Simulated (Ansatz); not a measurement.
# SiH2Cl4 (built from SMILES Cl[Si](Cl)(Cl)Cl.[H][H]): a reaction path by the nudged elastic band

What path joins these two structures, and how high does it climb? Both ends were relaxed at PBE0-D4 in triple zeta.

Computed with Ansatz 0.2.0, Gaussian basis. Level: PBE0-D4/def2-SVP.

23 further runs of the same task are left out: 1 that didn't finish, 22 set aside as unsound or not needed.

### 1 Starting geometry

The first end: 7 atoms, charge 0, spin multiplicity 1.

Atoms are counted from 1 here; the program's logs count them from 0.

Bond lengths: Si1–Cl2 2.021 Å, Si1–Cl3 2.021 Å, Si1–Cl4 2.022 Å, Si1–Cl5 2.022 Å, H6–H7 0.746 Å. Angles: Cl2–Si1–Cl3 109.5°, Cl2–Si1–Cl4 109.4°, Cl2–Si1–Cl5 109.5°, Cl3–Si1–Cl4 109.4°, Cl3–Si1–Cl5 109.5°, Cl4–Si1–Cl5 109.4°.

As a file:

```
atom     x (Å)     y (Å)     z (Å)
 Si1  -0.55617   0.89445   0.27006
 Cl2  -1.75134  -0.72179   0.48366
 Cl3   0.02820   1.05312  -1.65819
 Cl4  -1.57394   2.55776   0.80384
 Cl5   1.06993   0.69414   1.45484
  H6   1.10034  -2.40098  -0.84455
  H7   1.68297  -2.07670  -0.50966
```

The second end:

```mol
Cl4H2Si
  3D, bonds by distance, orders not assigned

  7  5  0  0  0  0  0  0  0  0999 V2000
    0.7210    0.6684    0.1613 Si  0  0
   -1.5193   -2.3359   -0.9422 Cl  0  0
    0.0521    1.3991   -1.6050 Cl  0  0
   -0.8532    0.5032    1.4538 Cl  0  0
    2.0833    1.9398    0.9610 Cl  0  0
   -1.8082   -1.5192    0.0030 H   0  0
    1.3243   -0.6553   -0.0318 H   0  0
  1  3  8  0
  1  4  8  0
  1  5  8  0
  1  7  8  0
  2  6  8  0
M  END
```

### 2 The band at PBE0-D4/def2-SVP

neb/in.yaml

```yaml
crystal:
  periodic: [false, false, false]
  atoms:
    - {symbol: Si, position_ang: [-0.556173, 0.894453, 0.270056]}
    - {symbol: Cl, position_ang: [-1.751336, -0.721795, 0.483659]}
    - {symbol: Cl, position_ang: [0.028203, 1.053121, -1.658185]}
    - {symbol: Cl, position_ang: [-1.573937, 2.557762, 0.803843]}
    - {symbol: Cl, position_ang: [1.069927, 0.694140, 1.454837]}
    - {symbol: H, position_ang: [1.100341, -2.400982, -0.844549]}
    - {symbol: H, position_ang: [1.682974, -2.076697, -0.509661]}
basis:
  gaussian: {orbitals: def2-SVP}
hamiltonian: {xc: pbe0, dispersion: d4}
neb:
  images: 5
  climbing: true
  max_iterations: 40
  initial_path: idpp
  final_atoms:
    - {symbol: Si, position_ang: [0.720991, 0.668358, 0.161286]}
    - {symbol: Cl, position_ang: [-1.519288, -2.335934, -0.942239]}
    - {symbol: Cl, position_ang: [0.052093, 1.399109, -1.604973]}
    - {symbol: Cl, position_ang: [-0.853202, 0.503173, 1.453761]}
    - {symbol: Cl, position_ang: [2.083304, 1.939795, 0.960977]}
    - {symbol: H, position_ang: [-1.808207, -1.519186, 0.003015]}
    - {symbol: H, position_ang: [1.324308, -0.655315, -0.031827]}
```

Run with:

```
$ ansatz run in.yaml --threads 4 --pin off --events-out ev --progress --plain --max-ram 9574MiB
```

**Question.** What will these runs give? Wanted: from earlier runs: barrier over the separately found saddle, CCSD(T)/def2-TZVPP.

As calculated:

| quantity | value |
| --- | --- |
| PBE0-D4/def2-SVP, 21 iterations | highest 54.6 kcal/mol (image 3), last end +13.2 kcal/mol |
| from earlier runs: barrier over the separately found saddle, CCSD(T)/def2-TZVPP | 62.7 kcal/mol |

The highest image lies 54.6 kcal/mol above the first end, and it climbed, so it estimates the saddle. The ends are not quite minima at this level (largest force component 0.43 eV/Å), so the heights are unreliable: relaxing the first end would lower it and raise the barrier above it. The highest image is 8.1 kcal/mol below the CCSD(T) barrier in triple zeta, which comes from separate runs on the saddle.
